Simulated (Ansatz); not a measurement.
Born–Oppenheimer molecular dynamics of a periodic cell of 16 atoms, InSb (surface InSb(111)). It starts from a relaxed structure.

Method: DFT LDA, scalar-relativistic, plane waves, PAW (Ansatz 0.2.0). Settings: PAW set soft_1, cutoff 420 eV, k mesh 2x2x1, fermi-dirac smearing 0.1 eV, no spin polarisation.

| Quantity | Value |
| --- | --- |
| ensemble | NVE (velocity Verlet) |
| time step | 4.5 fs |
| steps asked | 220 |
| starting velocities drawn for | 1000 K |
| atoms held | 1, 3, 5, 7 |
| seed | 640612 |

First frame:

```xyz
16
Lattice="9.1500 0.0000 0.0000 4.5750 7.9241 0.0000 0.0000 0.0000 17.6693" Properties=species:S:1:pos:R:3
In 0.000 0.000 1.000
Sb 2.288 1.321 1.638
In 2.288 3.962 1.000
Sb 4.575 5.283 1.638
In 4.575 0.000 1.000
Sb 6.862 1.321 1.638
In 6.862 3.962 1.000
Sb 9.150 5.283 1.638
In 9.150 5.283 4.592
Sb 11.438 6.603 5.508
In 6.862 1.321 4.592
Sb 9.150 2.641 5.508
In 4.575 5.283 4.592
Sb 6.862 6.603 5.508
In 2.288 1.321 4.592
Sb 4.575 2.641 5.508
```

(1) What does the run give?

(2) What happens to the structure?

(3) How do temperature and energy run in time?

Answers

(1) All steps were run.

- steps done: 220
- time covered: 990 fs
- mean temperature over the second half: 488 K
- spread of the potential energy over the second half: 10.3 meV per atom
- mean potential energy of the second half above the start: 49.8 meV per atom

The conserved energy stayed within 0.25 meV per atom of its start (net change 0.19 meV per atom), so the integration is sound. Over the second half the temperature averaged 0.49 of the 1000 K drawn at the start: a run that starts near a minimum puts about half its kinetic energy into the potential. A run of 0.99 ps of so small a system gives no equilibrium averages. Limits of this set-up: coarse k mesh, thin slab, slab without dipole correction, PAW files made for another functional.

(2) Mean squared displacements from the first frame to the last: In 0.11 Å², Sb 0.15 Å². Another seed would give other details.

(3) 
```
time (fs)  T (K)  potential energy less start (eV)  conserved less start (meV/atom)
        0   1000                             0.000                             0.00
       81    447                             0.861                             0.14
      162    351                             1.010                             0.18
      243    548                             0.702                             0.09
      324    295                             1.096                             0.16
      405    639                             0.560                             0.05
      486    636                             0.567                             0.09
      567    439                             0.873                             0.17
      648    469                             0.826                             0.11
      729    511                             0.760                             0.09
      810    600                             0.622                             0.06
      891    476                             0.815                             0.13
      972    386                             0.955                             0.19
```

The run took 25 min on 4 threads of Arm Neoverse V1, with other jobs on the host, peak memory 3.3 GiB.
